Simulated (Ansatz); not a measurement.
Predict the output of the script below (the Python package of Ansatz (0.2.0)).

`run_edit.py`:
```python
"""Editing single keys of the input for LaMg7."""

import ansatz as az


def main() -> None:
    lattice = az.Lattice.of(
        (6.75588249, 0.0, 0.0),
        (-3.37794124, 5.85076586, 0.0),
        (0.0, 0.0, 5.21845),
    )
    sites = [
        ("La", (2 / 3, 1 / 3, 0.5)),
        ("Mg", (0.16239767, 0.32479533, 0.5)),
        ("Mg", (0.67520467, 0.83760233, 0.5)),
        ("Mg", (0.16239767, 0.83760233, 0.5)),
        ("Mg", (0.83893467, 0.16106533, 0.0)),
        ("Mg", (0.32213067, 0.16106533, 0.0)),
        ("Mg", (0.83893467, 0.67786933, 0.0)),
        ("Mg", (1 / 3, 2 / 3, 0.0)),
    ]
    system = az.Crystal(lattice=lattice)
    for symbol, position in sites:
        system = system.atom(symbol, position)

    calc = (
        system.calculation()
        .functional(az.Functional.R2SCAN)
        .kpoints(4)
        .occupations(az.OccupationsMethod.COLD, width=50 * az.meV)
        .band_table()
    )
    typed = calc.input()
    rows = []
    for value in [2, 6, 12]:
        edited = typed.set(az.key.scf.n_extra_bands, value)
        r = az.Session.from_dict(edited).plan().execute().report
        rows.append((value, r["free_energy_ev"], r["n_iterations"], len(r["eigenvalues_ev"][0]) if "eigenvalues_ev" in r else 0))
    for row in rows:
        print("; ".join(f"{name} = {round(v, 4) if isinstance(v, float) else v}" for name, v in zip(["extra bands", "F eV", "iterations", "bands listed"], row)))


if __name__ == "__main__":
    main()
```

Output of `python run_edit.py`:
```text
DeckWarning: basis.ecutwfc = 500 eV, auto-derived from the records' recommended cutoffs: set by La (their level for a meta-GGA)
extra bands = 2; F eV = -19749.2566; iterations = 7; bands listed = 43
extra bands = 6; F eV = -19749.2566; iterations = 7; bands listed = 47
extra bands = 12; F eV = -19749.2566; iterations = 7; bands listed = 53
```
(Warnings from the package without file and line, repeats left out.)

Absolute energies stand on the zero of these potentials, so only differences at equal settings mean something. A total without «per atom» is that of the whole cell that was run. The mesh is modest for a metal, so energies can be off by several to tens of meV an atom and pressures by half a GPa or more; differences at equal mesh fare better. This cell is a computed structure, which may not be the phase found in nature. Finished in 43 s on 1 thread of Arm Neoverse V2, with other jobs on the host, peak memory 0.79 GiB.
